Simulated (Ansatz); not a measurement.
**BH4InSSi: up Jacob's ladder to CCSD(T)**

The task here is to estimate one member of a computed series from the others.

Program: Ansatz 0.2.0, Gaussian basis. Level of theory: functionals in def2-TZVPP, the program's frozen cores in correlated methods. These are calculated values, not measurements.

Plan: LDA (SPW92), PBE-D4, revPBE-D4, BLYP-D4, r2SCAN-D4, B97M-V, PBE0-D4, B3LYP-D4, r2SCANh-D4, r2SCAN0-D4, HSE06-D4, BHLYP-D4, CAM-B3LYP-D4, LC-ωPBE, ωB97X-V, ωB97M-V, B2PLYP, PBE-QIDH; CCSD(T)/def2-SVP; CCSD(T)/def2-TZVPP; MP2/def2-QZVPP; extrapolation to the limit; RPA on PBE.

## The relaxed structure

The geometry comes from an earlier relaxation with PBE0-D4 in a triple-zeta def2 set; it is a stationary point, not always the lowest conformer. In takes the def2 core potential; no spin-orbit term is included.

8 atoms, charge 0, spin multiplicity 1.

Atoms are counted from 1 here; the program's logs count them from 0.

Bond lengths: S1–B3 1.976 Å, S1–Si4 2.242 Å, S1–H5 1.359 Å, In2–B3 2.380 Å, B3–Si4 1.934 Å, B3–H6 1.199 Å, Si4–H7 1.488 Å, Si4–H8 1.494 Å. Angles: B3–S1–Si4 54.1°, B3–S1–H5 106.3°, Si4–S1–H5 94.0°, S1–B3–In2 113.9°, S1–B3–Si4 70.0°, S1–B3–H6 114.8°, In2–B3–Si4 115.3°, In2–B3–H6 113.2°, Si4–B3–H6 122.6°, S1–Si4–B3 55.9°, S1–Si4–H7 107.7°, S1–Si4–H8 105.0°, B3–Si4–H7 123.2°, B3–Si4–H8 128.5°, H7–Si4–H8 107.8°.

The first run:

The input, in.yaml:

```yaml
crystal:
  periodic: [false, false, false]
  atoms:
    - {symbol: S, position_ang: [-0.809718, 0.510070, -1.119972]}
    - {symbol: In, position_ang: [2.715323, 1.277336, -0.511981]}
    - {symbol: B, position_ang: [0.525733, 0.821297, 0.302829]}
    - {symbol: Si, position_ang: [0.006489, -1.041766, 0.277234]}
    - {symbol: H, position_ang: [-2.026090, 0.550552, -0.516189]}
    - {symbol: H, position_ang: [0.175053, 1.577720, 1.164322]}
    - {symbol: H, position_ang: [0.700870, -2.070836, -0.543436]}
    - {symbol: H, position_ang: [-1.195560, -1.681374, 0.891393]}
basis:
  gaussian: {orbitals: def2-TZVPP}
hamiltonian: {xc: lda}
output: {orbitals: {seedname: orbitals}}
```

Run with:

```
$ ansatz run in.yaml --threads 2 --pin off --events-out ev --progress --plain --max-ram 4352MiB
```

Steps of the session up to this table: LDA; PBE-D4 (GGA); revPBE-D4 (GGA); BLYP-D4 (GGA); r2SCAN-D4 (meta-GGA); B97M-V (meta-GGA); PBE0-D4 (hybrid); B3LYP-D4 (hybrid); r2SCANh-D4 (hybrid); r2SCAN0-D4 (hybrid); HSE06-D4 (hybrid); BHLYP-D4 (hybrid); CAM-B3LYP-D4 (range-separated); LC-ωPBE (range-separated); ωB97X-V (range-separated); ωB97M-V (range-separated); B2PLYP (double hybrid); PBE-QIDH (double hybrid).

One of the session's tables, all rows but one given; the rest of the session is left out.

It belongs to the step «Orbital energies across the functionals». 

```
  functional  HOMO (eV)  LUMO (eV)  gap (eV)
 LDA (SPW92)      -4.22      -2.60      1.61
      PBE-D4      -4.06      -2.37      1.69
   revPBE-D4      -4.01      -2.27      1.74
     BLYP-D4      -3.91      -2.32      1.60
   r2SCAN-D4      -4.21      -2.18      2.03
      B97M-V      -4.16      -2.38      1.78
     PBE0-D4      -4.83      -1.67      3.17
    B3LYP-D4      -4.69      -1.91      2.78
  r2SCANh-D4      -4.50      -1.94      2.57
  r2SCAN0-D4      -4.95      -1.57      3.37
    HSE06-D4      -4.46      -2.03      2.44
    BHLYP-D4      -5.49      -1.01      4.48
CAM-B3LYP-D4      -5.88      -0.83      5.05
     LC-ωPBE      -6.97       0.21      7.18
     ωB97X-V      -6.72       0.08      6.80
     ωB97M-V          ?          ?         ?
```

**Question.** Estimate the row for ωB97M-V.

The run gave: HOMO (eV): -6.67; LUMO (eV): -0.18; gap (eV): 6.49. In the column «HOMO (eV)» it lies between ωB97X-V (-6.72) and CAM-B3LYP-D4 (-5.88).
